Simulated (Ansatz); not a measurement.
# C2H9AlOSi: basis-set convergence

One table from this session's results is given with a row withheld; the runs are named, their logs left out.

Method: one geometry, several basis sets; program: Ansatz 0.2.0, Gaussian basis.

Levels to be run: PBE0-D4/def2-SVP; ωB97M-V/def2-SVP; PBE0-D4/def2-QZVPP; ωB97M-V/def2-QZVPP; the functionals' def2-TZVPP values are taken from earlier runs.

### The geometry

All runs share one geometry, relaxed beforehand with PBE0-D4 in a triple-zeta def2 set.

SMILES `C[C](O)([AlH2])[SiH3]`, 14 atoms, charge 0, spin multiplicity 1.

Atoms are counted from 1 here; the program's logs count them from 0.

Bond lengths: C1–C2 1.527 Å, C1–H6 1.095 Å, C1–H7 1.094 Å, C1–H8 1.099 Å, C2–O3 1.442 Å, C2–Al4 1.981 Å, C2–Si5 1.893 Å, O3–H9 0.965 Å, Al4–H10 1.590 Å, Al4–H11 1.583 Å, Si5–H12 1.494 Å, Si5–H13 1.492 Å, Si5–H14 1.489 Å. Angles: C2–C1–H6 111.3°, C2–C1–H7 111.5°, C2–C1–H8 111.6°, H6–C1–H7 108.1°, H6–C1–H8 106.9°, H7–C1–H8 107.2°, C1–C2–O3 111.3°, C1–C2–Al4 112.8°, C1–C2–Si5 111.2°, O3–C2–Al4 106.4°, O3–C2–Si5 107.6°, Al4–C2–Si5 107.1°, C2–O3–H9 108.7°, C2–Al4–H10 116.8°, C2–Al4–H11 121.6°, H10–Al4–H11 121.6°, C2–Si5–H12 108.2°, C2–Si5–H13 110.3° and more.

As a file:

```xyz
14
charge 0, multiplicity 1
C    -1.4599    0.4168    0.2891
C     0.0516    0.3452    0.0813
O     0.7351    1.3501    0.8576
Al    0.5825    0.6377   -1.8051
Si    0.7358   -1.3421    0.5978
H    -1.8448    1.4170    0.0656
H    -1.9864   -0.3000   -0.3478
H    -1.7374    0.1921    1.3284
H     0.5497    1.1975    1.7917
H    -0.0386   -0.3501   -2.8856
H     1.5926    1.7858   -2.2135
H     0.6989   -1.4252    2.0886
H     2.1535   -1.4818    0.1561
H    -0.0457   -2.4723    0.0247
```

Set-up of the first run:

Input file in.yaml:

```yaml
crystal:
  periodic: [false, false, false]
  atoms:
    - {symbol: C, position_ang: [-1.459855, 0.416827, 0.289073]}
    - {symbol: C, position_ang: [0.051604, 0.345200, 0.081340]}
    - {symbol: O, position_ang: [0.735102, 1.350073, 0.857562]}
    - {symbol: Al, position_ang: [0.582488, 0.637685, -1.805091]}
    - {symbol: Si, position_ang: [0.735773, -1.342123, 0.597786]}
    - {symbol: H, position_ang: [-1.844792, 1.417049, 0.065626]}
    - {symbol: H, position_ang: [-1.986448, -0.299955, -0.347782]}
    - {symbol: H, position_ang: [-1.737353, 0.192087, 1.328377]}
    - {symbol: H, position_ang: [0.549676, 1.197477, 1.791723]}
    - {symbol: H, position_ang: [-0.038589, -0.350063, -2.885572]}
    - {symbol: H, position_ang: [1.592560, 1.785751, -2.213492]}
    - {symbol: H, position_ang: [0.698854, -1.425169, 2.088642]}
    - {symbol: H, position_ang: [2.153538, -1.481850, 0.156114]}
    - {symbol: H, position_ang: [-0.045657, -2.472288, 0.024696]}
basis:
  gaussian: {orbitals: def2-SVP}
hamiltonian: {xc: pbe0, dispersion: d4}
output: {orbitals: {seedname: orbitals}}
```

The run is started by

```bash
ansatz run in.yaml --threads 4 --pin off --events-out ev --progress --plain --max-ram 10444MiB
```

Steps of the session up to this table: PBE0-D4 in def2-SVP; ωB97M-V in def2-SVP; PBE0-D4 in def2-QZVPP; ωB97M-V in def2-QZVPP.

One of the session's tables, all rows but one given; the rest of the session is left out.

It belongs to the step «Density functionals: the series». 

```
functional       basis  HOMO (eV)  LUMO (eV)
   PBE0-D4    def2-SVP      -6.93      -1.48
   PBE0-D4  def2-TZVPP          ?          ?
   PBE0-D4  def2-QZVPP      -7.03      -1.56
   ωB97M-V    def2-SVP      -9.12       0.20
   ωB97M-V  def2-TZVPP      -9.22       0.06
   ωB97M-V  def2-QZVPP      -9.23      -0.08
```

**Question.** Estimate the row for PBE0-D4, def2-TZVPP.

As computed: HOMO (eV): -7.01; LUMO (eV): -1.53. In the column «HOMO (eV)» it lies between PBE0-D4, def2-QZVPP (-7.03) and PBE0-D4, def2-SVP (-6.93).
